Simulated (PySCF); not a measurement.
# DyF2 (Dy(F)2): the cost of one run

Method: PBE0, Dy lcecp-0-SVP with ECP56, F def2-SVP; scalar-relativistic core potentials, no spin–orbit coupling; program: PySCF 2.14.0.

1 further run of the same task is left out (for a known fault of the program).

### Step 1. Where the work starts

3 atoms, charge 0, spin multiplicity 1.

Bond lengths: Dy1–F2 2.225 Å, Dy1–F3 2.225 Å. Angles: F2–Dy1–F3 131.8°.

Coordinates:

```
Dy    0.0000    0.0000    0.0000
F     2.0311    0.0000    0.9090
F    -2.0311    0.0000    0.9090
```

Formal oxidation states: Dy +2. Each metal's 10 4f electrons lie in its core potential, so multiplicities, spins and levels count the valence alone.

### Step 2. SCF at the start, singlet

The input, run.py (the lines that set the calculation):

```python
mol = gto.M(atom='''
Dy     0.00000     0.00000     0.00000
F      2.03110     0.00000     0.90900
F     -2.03110     0.00000     0.90900''',
    basis={'Dy': 'lcecp-0-SVP', 'F': 'def2-SVP'},
    ecp={'Dy': 'lcecp-0-SVP'},
    charge=0, spin=0)
mf = dft.RKS(mol, xc='PBE0')
mf.grids.atom_grid = (50, 194)  # f atoms: unpruned, at least (60, 302)
mf = mf.density_fit()  # fitting sets: Dy AutoAux, F def2-universal-JKFIT
mf.conv_tol = 1e-08; mf.max_cycle = 55
mf.kernel(dm0)  # dm0: free metal ions and neutral atoms
```

Started as:

```
> OMP_NUM_THREADS=2 python run.py
```

What time and memory should one allow on 2 threads of Arm Neoverse V1, shared host?

About 1.6 s, with a peak of 0.31 GiB.
